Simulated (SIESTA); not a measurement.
## NaLaMnMoO6 in SIESTA: the effect of functional

The system is NaLaMnMoO6.

```
Na La Mn Mo O
1.0
     5.55735    0.00000    0.00053
     0.00000    5.59794    0.00000
    -0.06290    0.00000    8.02462
Na La Mn Mo O
2 2 2 2 12
Direct
  0.75008 0.51572 0.49924
  0.24992 0.01572 0.50076
  0.25715 0.95896 0.99937
  0.74285 0.45896 0.00063
  0.24767 0.48762 0.25607
  0.75233 0.98762 0.74393
  0.75559 0.99666 0.27090
  0.24441 0.49666 0.72910
  0.67335 0.97830 0.49061
  0.03402 0.81017 0.27726
  0.93353 0.28910 0.28026
  0.47817 0.20966 0.19922
  0.54435 0.73563 0.20079
  0.82956 0.01818 0.00392
  0.32665 0.47830 0.50939
  0.96598 0.31017 0.72274
  0.06647 0.78910 0.71974
  0.52183 0.70966 0.80078
  0.45565 0.23563 0.79921
  0.17044 0.51818 0.99608
```

The cell was built by a generator and needn't be a form met in nature.

Alike in all runs:

| Item | Value |
| --- | --- |
| Program | SIESTA 5.4.2 |
| Task | band structure |
| Basis | DZP (energy shift 0.003 Ry; two zetas on semicore shells) |
| Grid cutoff | 800 Ry |
| Energy shift | 0.003 Ry |
| k mesh | 5 × 5 × 4 |
| Occupations | fermi-dirac, width 0.05 eV |
| Spin | collinear spin, ferromagnetic start |
| Starting moments | [0.0, 0.0, 0.0, 0.0, 4.0, 4.0, 1.0, 1.0, 0.0, 0.0, 0.0, 0.0, 0.0, 0.0, 0.0, 0.0, 0.0, 0.0, 0.0, 0.0] μB |

| functional | potentials or basis | gap on the mesh (eV) | pressure (GPa) | moment (μB) | largest force (eV/Å) |
| --- | --- | --- | --- | --- | --- |
| LDA | PseudoDojo 0.4 standard (PBE and LDA files) | ? | ? | ? | ? |
| PBEsol | PseudoDojo 0.4 standard (PBEsol files) | 0.04 | -0.5 | 9.95 | 0.62 |
| PBE | PseudoDojo 0.4 standard (PBE files) | 0.10 | 5.2 | 9.97 | 0.75 |
| RPBE | PseudoDojo 0.4 standard (PBE files) | 0.15 | 8.8 | 9.98 | 0.69 |
| BLYP | PseudoDojo 0.4 standard (PBE files) | none | 10.7 | 9.93 | 1.18 |
| AM05 | PseudoDojo 0.4 standard (PBEsol files) | none | 0.1 | 9.93 | 0.54 |

Task: What does the run with functional LDA give?

Result: gap on the mesh none; pressure -5.2 GPa; moment 9.88 μB; largest force 0.64 eV/Å.

Caveats: short orbitals over semicore shells can move pressures by several GPa; spin-orbit coupling is left out, which moves the levels of the heavy elements; the basis of atomic orbitals isn't converged, which shifts pressures, moduli and gaps; only a ferromagnetic start was run, and an antiferromagnetic order may lie lower in energy; the potentials were made for another functional, which shifts forces and pressure (some runs); semilocal functionals often make such compounds metallic where correlation or magnetic order opens a gap, which also shifts bond lengths (some runs).

A gap of «none» marks a metal or a gap under the smearing width.
